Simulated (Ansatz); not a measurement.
# GeH4O (singlet): wave-function methods side by side, cc-pVTZ

An exercise on one series of results from a longer session: the logs are not shown, and one member is left open.

Method: cc-pVTZ, core rule «outside noble gas», up to 15 orbitals frozen; program: Ansatz 0.2.0, Gaussian basis.

Plan: UHF; CCSD(T) on RHF; BCCD(T) on RHF; CCSDT(Q) on RHF.

**The system**

The geometry is a PBE0/def2-TZVP stationary point (not a proven minimum). No spin-orbit coupling is included. The filled d shell of Ge may be among the frozen orbitals whatever the setting's name suggests; the logs give the count.

6 atoms, charge 0, spin multiplicity 1.

Atoms are counted from 1 here; the program's logs count them from 0.

Bond lengths: Ge1–O2 1.783 Å, Ge1–H3 1.541 Å, Ge1–H4 1.531 Å, Ge1–H5 1.541 Å, O2–H6 0.959 Å. Angles: O2–Ge1–H3 109.9°, O2–Ge1–H4 104.3°, O2–Ge1–H5 109.9°, H3–Ge1–H4 111.4°, H3–Ge1–H5 109.7°, H4–Ge1–H5 111.4°, Ge1–O2–H6 112.7°.

Set-up of the first run:

in.yaml reads:

```yaml
crystal:
  periodic: [false, false, false]
  atoms:
    - {symbol: Ge, position_ang: [0.000000, -0.011677, 0.315636]}
    - {symbol: O, position_ang: [0.000000, 0.105329, -1.463675]}
    - {symbol: H, position_ang: [1.259685, -0.760144, 0.793059]}
    - {symbol: H, position_ang: [0.000000, 1.443682, 0.790510]}
    - {symbol: H, position_ang: [-1.259685, -0.760144, 0.793059]}
    - {symbol: H, position_ang: [0.000000, -0.753786, -1.890382]}
basis:
  gaussian: {orbitals: cc-pVTZ}
magnetization: {spin_polarized: true, initial_magnetization: 0}
hamiltonian: {xc: hf}
output: {orbitals: {seedname: orbitals}}
```

The run is started by

```sh
> ansatz run in.yaml --threads 1 --pin off --events-out ev --progress --plain --max-ram 4096MiB --backend cpu
```

Steps of the session up to this table: UHF; CCSD(T) on RHF; BCCD(T) on RHF; CCSDT(Q) on RHF.

One table of the session follows, with a row left open; its other results are not shown here.

```
   method  from RCCSDT(Q) (kcal/mol)
      RHF                    +258.40
     RMP2                     +22.57
    RCCSD                          ?
 RCCSD(T)                      +0.69
  BCCD(T)                      +0.64
   RCCSDT                      +0.38
RCCSDT(Q)                          0
```

**Question.** Estimate the row for RCCSD.

The run gave: from RCCSDT(Q) (kcal/mol): +8.51. In the column «from RCCSDT(Q) (kcal/mol)» it lies between RCCSD(T) (+0.69) and RMP2 (+22.57).

With the free atoms at the same levels and basis (separate runs), the atomisation energy is 17.690 eV at RCCSDT(Q), 17.684 eV at RCCSD(T), 12.742 eV at RHF.
